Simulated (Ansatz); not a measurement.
# CH3NOSi: the cost of one run

The runs use Ansatz 0.2.0, Gaussian basis; PBE0-D4/def2-SVP.

## (1) Starting geometry

SMILES `N=[Si]=CO`, 7 atoms, charge 0, spin multiplicity 1.

Atoms are counted from 1 here; the program's logs count them from 0.

Bond lengths: N1–Si2 1.605 Å, N1–H5 1.009 Å, Si2–C3 1.791 Å, C3–O4 1.422 Å, C3–H6 1.092 Å, O4–H7 0.961 Å. Angles: Si2–N1–H5 126.3°, N1–Si2–C3 169.1°, Si2–C3–O4 119.3°, Si2–C3–H6 115.5°, O4–C3–H6 107.3°, C3–O4–H7 108.8°.

Geometry (Å):

```
N    -2.2526    0.4727   -0.4228
Si   -0.7623    0.2788    0.1413
C     0.9943    0.1062    0.4457
O     1.6176   -1.1542    0.2326
H    -2.5515    1.1613   -1.0977
H     1.3425    0.4816    1.4102
H     1.6120   -1.3464   -0.7093
```

## (2) The run

Contents of md/in.yaml:

```yaml
crystal:
  periodic: [false, false, false]
  atoms:
    - {symbol: N, position_ang: [-2.252630, 0.472690, -0.422800]}
    - {symbol: Si, position_ang: [-0.762340, 0.278810, 0.141280]}
    - {symbol: C, position_ang: [0.994350, 0.106200, 0.445750]}
    - {symbol: O, position_ang: [1.617560, -1.154200, 0.232600]}
    - {symbol: H, position_ang: [-2.551470, 1.161330, -1.097670]}
    - {symbol: H, position_ang: [1.342550, 0.481570, 1.410150]}
    - {symbol: H, position_ang: [1.611990, -1.346400, -0.709310]}
basis:
  gaussian: {orbitals: def2-SVP}
hamiltonian: {xc: pbe0, dispersion: d4}
md: {n_steps: 40, timestep: 0.75, temperature: 300, ensemble: nvt_langevin, seed: 404, friction: 0.05, initial_velocities: maxwell_boltzmann}
```

Run with:

```console
> ansatz run in.yaml --threads 1 --pin off --events-out ev --progress --plain --max-ram 4352MiB
```

What time and memory should one allow on 1 thread of Intel Xeon at 2.30GHz, shared host?

About 63 s, with a peak of 0.17 GiB.
